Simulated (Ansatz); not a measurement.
# C₂H₆SiTe: a ladder of functionals and wavefunction methods

One table from this session's results is given with a row withheld; the runs are named, their logs left out.

Program: Ansatz 0.2.0, Gaussian basis. Level of theory: functionals in def2-TZVPP, the program's frozen cores in correlated methods. These are calculated values, not measurements.

Levels to be run: LDA (SPW92), PBE-D4, revPBE-D4, BLYP-D4, r2SCAN-D4, B97M-V, PBE0-D4, B3LYP-D4, r2SCANh-D4, r2SCAN0-D4, HSE06-D4, BHLYP-D4, CAM-B3LYP-D4, LC-ωPBE, ωB97X-V, ωB97M-V, B2PLYP, PBE-QIDH; CCSD(T)/def2-SVP; CCSD(T)/def2-TZVPP; MP2/def2-QZVPP; extrapolation to the limit; RPA on PBE.

**Structure used throughout**

An earlier PBE0-D4 in a triple-zeta def2 set relaxation fixed the geometry. Te takes the def2 core potential; no spin-orbit term is included.

10 atoms, charge 0, spin multiplicity 1.

Atoms are counted from 1 here; the program's logs count them from 0.

Bond lengths: C1–C2 1.332 Å, C1–H5 1.087 Å, C1–H6 1.087 Å, C2–Si3 1.862 Å, C2–Te4 2.108 Å, Si3–H7 1.486 Å, Si3–H8 1.487 Å, Si3–H9 1.488 Å, Te4–H10 1.659 Å. Angles: C2–C1–H5 123.5°, C2–C1–H6 120.5°, H5–C1–H6 115.9°, C1–C2–Si3 122.6°, C1–C2–Te4 120.0°, Si3–C2–Te4 117.3°, C2–Si3–H7 110.3°, C2–Si3–H8 109.7°, C2–Si3–H9 109.0°, H7–Si3–H8 108.3°, H7–Si3–H9 110.0°, H8–Si3–H9 109.7°, C2–Te4–H10 93.4°.

Set-up of the first run:

Contents of in.yaml:

```yaml
crystal:
  periodic: [false, false, false]
  atoms:
    - {symbol: C, position_ang: [-0.647719, 1.475058, 0.544784]}
    - {symbol: C, position_ang: [0.033661, 0.537043, -0.110394]}
    - {symbol: Si, position_ang: [0.034463, -1.250703, 0.410002]}
    - {symbol: Te, position_ang: [1.274039, 1.072881, -1.728823]}
    - {symbol: H, position_ang: [-0.655020, 2.523177, 0.257082]}
    - {symbol: H, position_ang: [-1.240145, 1.217833, 1.419341]}
    - {symbol: H, position_ang: [1.394670, -1.659699, 0.845223]}
    - {symbol: H, position_ang: [-0.364098, -2.106244, -0.738944]}
    - {symbol: H, position_ang: [-0.931805, -1.429452, 1.527168]}
    - {symbol: H, position_ang: [1.185054, -0.430992, -2.422439]}
basis:
  gaussian: {orbitals: def2-TZVPP}
hamiltonian: {xc: lda}
output: {orbitals: {seedname: orbitals}}
```

The run is started by

```console
ansatz run in.yaml --threads 4 --pin off --events-out ev --progress --plain --max-ram 10444MiB
```

Steps of the session up to this table: LDA; PBE-D4 (GGA); revPBE-D4 (GGA); BLYP-D4 (GGA); r2SCAN-D4 (meta-GGA); B97M-V (meta-GGA); B3LYP-D4 (hybrid); r2SCANh-D4 (hybrid); r2SCAN0-D4 (hybrid); HSE06-D4 (hybrid); BHLYP-D4 (hybrid); CAM-B3LYP-D4 (range-separated); LC-ωPBE (range-separated); ωB97X-V (range-separated); ωB97M-V (range-separated); B2PLYP (double hybrid); PBE-QIDH (double hybrid).

One of the session's tables, all rows but one given; the rest of the session is left out.

It belongs to the step «Orbital energies across the functionals». 

```
  functional  HOMO (eV)  gap (eV)
 LDA (SPW92)      -5.41      3.41
      PBE-D4      -5.25      3.45
   revPBE-D4      -5.19      3.47
     BLYP-D4      -5.08      3.41
   r2SCAN-D4      -5.46      3.83
      B97M-V      -5.47      3.81
     PBE0-D4      -6.22      5.28
    B3LYP-D4      -6.01      4.87
  r2SCANh-D4      -5.82      4.51
  r2SCAN0-D4      -6.36      5.53
    HSE06-D4      -5.83      4.52
    BHLYP-D4          ?         ?
CAM-B3LYP-D4      -7.41      7.52
     LC-ωPBE      -8.69      9.92
     ωB97X-V      -8.37      9.48
     ωB97M-V      -8.28      9.20
```

**Question.** Estimate the row for BHLYP-D4.

Worked estimate for «HOMO (eV)». Against the share of exact exchange, BLYP-D4 (0, -5.08), B3LYP-D4 (0.2, -6.01) give a slope of -4.65 per unit share; at 0.5 the line stands at -7.40.

The run gave: HOMO (eV): -7.04; gap (eV): 7.01. In «HOMO (eV)» the line misses by -0.36.
